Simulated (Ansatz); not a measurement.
Born–Oppenheimer molecular dynamics of a periodic cell of 16 atoms, WC (start crystal WC, start structure P-6m2, volume 1.15 times the crystal's). It starts from a structure without forces on its atoms.

All numbers below come from Ansatz 0.2.0, DFT PBE, scalar-relativistic, plane waves, PAW. Settings: accuracy low, PAW set soft_1, cutoff 420 eV, k mesh 2x2x2, fermi-dirac smearing 0.36 eV, no spin polarisation.

```yaml
ensemble: NVT, Langevin thermostat
time_step: 1 fs
steps_asked: 600
set_temperature: 300 K
friction: 0.02 /fs
temperature_schedule: 600 steps to 4200 K
seed: 340073
```

Frames 5 fs apart, positions in Å.

Velocities at 480 fs (Å/ps):

```
W 0.85 4.25 2.11
C -10.69 -14.83 -18.34
W -0.36 -7.46 -7.04
C 27.08 -28.12 21.32
W -1.23 3.21 1.25
C 8.39 27.55 7.55
W -0.26 2.20 -1.75
C -15.69 -13.99 17.37
W 4.31 2.90 -4.87
C 2.00 29.84 -12.86
W -1.31 3.56 -2.30
C -12.46 -15.77 21.86
W -2.12 -0.41 -1.30
C 3.51 12.25 -5.95
W -0.24 -2.31 7.12
C -10.82 2.25 1.00
```

```xyz
16
Lattice="-3.0445 -5.2732 0.0000 4.5667 -2.6366 0.0000 0.0000 0.0000 5.9460" Properties=species:S:1:pos:R:3 time_fs=480 energy_less_start_eV=6.174 T=3272
W 0.229 -5.240 -0.151
C 1.561 -4.239 1.130
W 0.093 -5.297 2.983
C 1.783 -4.314 4.444
W -1.087 -2.373 0.024
C 0.504 -1.421 1.332
W -1.149 -2.469 2.705
C 0.458 -1.370 3.950
W 1.750 -2.725 -0.039
C 3.367 -1.822 1.481
W 1.848 -2.660 2.725
C 3.486 -1.479 4.473
W 0.383 0.321 -0.034
C -1.142 -4.075 1.275
W 0.126 0.278 2.889
C -1.315 -4.304 4.372
16
Lattice="-3.0445 -5.2732 0.0000 4.5667 -2.6366 0.0000 0.0000 0.0000 5.9460" Properties=species:S:1:pos:R:3 time_fs=485 energy_less_start_eV=5.910 T=3510
W 0.234 -5.213 -0.138
C 1.530 -4.332 1.071
W 0.096 -5.332 2.943
C 1.889 -4.460 4.544
W -1.089 -2.352 0.020
C 0.538 -1.314 1.364
W -1.154 -2.466 2.702
C 0.392 -1.466 4.081
W 1.776 -2.711 -0.064
C 3.377 -1.669 1.405
W 1.845 -2.641 2.720
C 3.412 -1.583 4.570
W 0.376 0.318 -0.039
C -1.146 -4.049 1.253
W 0.124 0.266 2.932
C -1.373 -4.268 4.335
16
Lattice="-3.0445 -5.2732 0.0000 4.5667 -2.6366 0.0000 0.0000 0.0000 5.9460" Properties=species:S:1:pos:R:3 time_fs=490 energy_less_start_eV=5.805 T=3560
W 0.239 -5.182 -0.121
C 1.555 -4.415 1.094
W 0.102 -5.363 2.905
C 1.973 -4.551 4.593
W -1.088 -2.339 0.003
C 0.538 -1.282 1.387
W -1.153 -2.472 2.720
C 0.311 -1.598 4.229
W 1.798 -2.692 -0.092
C 3.382 -1.530 1.301
W 1.840 -2.637 2.721
C 3.300 -1.698 4.620
W 0.378 0.316 -0.044
C -1.186 -4.046 1.249
W 0.119 0.246 2.970
C -1.383 -4.208 4.272
16
Lattice="-3.0445 -5.2732 0.0000 4.5667 -2.6366 0.0000 0.0000 0.0000 5.9460" Properties=species:S:1:pos:R:3 time_fs=495 energy_less_start_eV=6.145 T=3252
W 0.240 -5.158 -0.103
C 1.660 -4.460 1.248
W 0.108 -5.389 2.873
C 2.068 -4.604 4.601
W -1.090 -2.328 -0.016
C 0.533 -1.330 1.382
W -1.157 -2.476 2.752
C 0.264 -1.765 4.356
W 1.822 -2.656 -0.120
C 3.409 -1.396 1.192
W 1.837 -2.640 2.719
C 3.198 -1.797 4.653
W 0.379 0.311 -0.050
C -1.216 -4.041 1.282
W 0.116 0.228 3.001
C -1.389 -4.161 4.202
16
Lattice="-3.0445 -5.2732 0.0000 4.5667 -2.6366 0.0000 0.0000 0.0000 5.9460" Properties=species:S:1:pos:R:3 time_fs=500 energy_less_start_eV=7.468 T=3526
W 0.235 -5.130 -0.085
C 1.739 -4.463 1.496
W 0.110 -5.411 2.852
C 2.125 -4.623 4.591
W -1.089 -2.320 -0.021
C 0.549 -1.460 1.393
W -1.164 -2.479 2.783
C 0.274 -1.910 4.489
W 1.840 -2.619 -0.148
C 3.425 -1.294 1.139
W 1.833 -2.635 2.719
C 3.112 -1.906 4.638
W 0.377 0.314 -0.047
C -1.210 -4.032 1.333
W 0.112 0.202 3.026
C -1.415 -4.159 4.168
16
Lattice="-3.0445 -5.2732 0.0000 4.5667 -2.6366 0.0000 0.0000 0.0000 5.9460" Properties=species:S:1:pos:R:3 time_fs=505 energy_less_start_eV=7.982 T=3390
W 0.224 -5.094 -0.073
C 1.798 -4.396 1.770
W 0.122 -5.419 2.836
C 2.112 -4.613 4.583
W -1.095 -2.317 -0.025
C 0.559 -1.614 1.388
W -1.156 -2.487 2.818
C 0.338 -1.990 4.577
W 1.857 -2.578 -0.168
C 3.412 -1.294 1.132
W 1.827 -2.627 2.724
C 3.118 -1.994 4.516
W 0.373 0.324 -0.049
C -1.201 -4.041 1.424
W 0.113 0.169 3.054
C -1.418 -4.189 4.125
16
Lattice="-3.0445 -5.2732 0.0000 4.5667 -2.6366 0.0000 0.0000 0.0000 5.9460" Properties=species:S:1:pos:R:3 time_fs=510 energy_less_start_eV=7.668 T=2977
W 0.215 -5.059 -0.076
C 1.833 -4.301 1.949
W 0.130 -5.415 2.815
C 2.031 -4.533 4.521
W -1.107 -2.314 -0.024
C 0.550 -1.720 1.411
W -1.142 -2.493 2.849
C 0.425 -1.992 4.636
W 1.870 -2.532 -0.176
C 3.378 -1.367 1.156
W 1.817 -2.608 2.731
C 3.181 -1.982 4.349
W 0.379 0.323 -0.053
C -1.200 -4.122 1.449
W 0.113 0.148 3.076
C -1.389 -4.265 4.102
16
Lattice="-3.0445 -5.2732 0.0000 4.5667 -2.6366 0.0000 0.0000 0.0000 5.9460" Properties=species:S:1:pos:R:3 time_fs=515 energy_less_start_eV=7.197 T=3573
W 0.202 -5.040 -0.079
C 1.825 -4.250 2.032
W 0.141 -5.404 2.792
C 1.918 -4.419 4.414
W -1.120 -2.323 -0.018
C 0.495 -1.812 1.419
W -1.134 -2.509 2.882
C 0.456 -1.955 4.592
W 1.870 -2.493 -0.179
C 3.330 -1.482 1.236
W 1.802 -2.579 2.736
C 3.274 -1.894 4.207
W 0.381 0.300 -0.062
C -1.236 -4.268 1.424
W 0.120 0.118 3.091
C -1.332 -4.357 4.107
16
Lattice="-3.0445 -5.2732 0.0000 4.5667 -2.6366 0.0000 0.0000 0.0000 5.9460" Properties=species:S:1:pos:R:3 time_fs=520 energy_less_start_eV=6.131 T=3849
W 0.181 -5.040 -0.091
C 1.815 -4.332 2.058
W 0.158 -5.399 2.787
C 1.787 -4.270 4.311
W -1.134 -2.343 -0.007
C 0.380 -1.863 1.378
W -1.136 -2.531 2.914
C 0.446 -1.863 4.471
W 1.875 -2.478 -0.172
C 3.280 -1.621 1.288
W 1.784 -2.552 2.754
C 3.368 -1.757 4.133
W 0.376 0.268 -0.074
C -1.234 -4.383 1.413
W 0.131 0.088 3.095
C -1.283 -4.466 4.149
16
Lattice="-3.0445 -5.2732 0.0000 4.5667 -2.6366 0.0000 0.0000 0.0000 5.9460" Properties=species:S:1:pos:R:3 time_fs=525 energy_less_start_eV=5.548 T=4184
W 0.153 -5.041 -0.116
C 1.726 -4.471 1.985
W 0.179 -5.385 2.785
C 1.666 -4.128 4.269
W -1.139 -2.358 0.001
C 0.270 -1.917 1.352
W -1.141 -2.569 2.933
C 0.421 -1.770 4.304
W 1.894 -2.475 -0.168
C 3.265 -1.756 1.344
W 1.756 -2.534 2.773
C 3.407 -1.625 4.165
W 0.363 0.234 -0.096
C -1.218 -4.452 1.431
W 0.149 0.055 3.084
C -1.262 -4.557 4.218
16
Lattice="-3.0445 -5.2732 0.0000 4.5667 -2.6366 0.0000 0.0000 0.0000 5.9460" Properties=species:S:1:pos:R:3 time_fs=530 energy_less_start_eV=5.399 T=4212
W 0.130 -5.038 -0.147
C 1.626 -4.588 1.803
W 0.201 -5.353 2.785
C 1.587 -4.033 4.303
W -1.139 -2.378 0.005
C 0.228 -1.906 1.339
W -1.149 -2.610 2.949
C 0.352 -1.674 4.140
W 1.908 -2.484 -0.163
C 3.288 -1.850 1.375
W 1.730 -2.521 2.784
C 3.378 -1.509 4.293
W 0.350 0.199 -0.121
C -1.205 -4.477 1.426
W 0.160 0.028 3.049
C -1.232 -4.597 4.282
16
Lattice="-3.0445 -5.2732 0.0000 4.5667 -2.6366 0.0000 0.0000 0.0000 5.9460" Properties=species:S:1:pos:R:3 time_fs=535 energy_less_start_eV=5.553 T=4098
W 0.122 -5.024 -0.164
C 1.599 -4.663 1.545
W 0.220 -5.310 2.784
C 1.544 -3.933 4.350
W -1.151 -2.397 -0.001
C 0.239 -1.902 1.324
W -1.155 -2.646 2.969
C 0.268 -1.572 4.048
W 1.925 -2.492 -0.154
C 3.337 -1.908 1.368
W 1.710 -2.516 2.783
C 3.347 -1.418 4.479
W 0.343 0.166 -0.132
C -1.234 -4.453 1.384
W 0.173 0.003 3.004
C -1.165 -4.549 4.359
```

Of the whole run (600 fs, mean temperature of the second half 3082 K): The schedule's set-point averaged 3225 K over the second half and the system 3082 K. A run of 0.6 ps of so small a system gives no equilibrium averages. Limits of this set-up: coarse k mesh, low accuracy level.

Run time: 27 min on 1 thread of Intel(R) Xeon(R) 6975P-C (Granite Rapids), with other jobs on the host, peak memory 0.73 GiB.
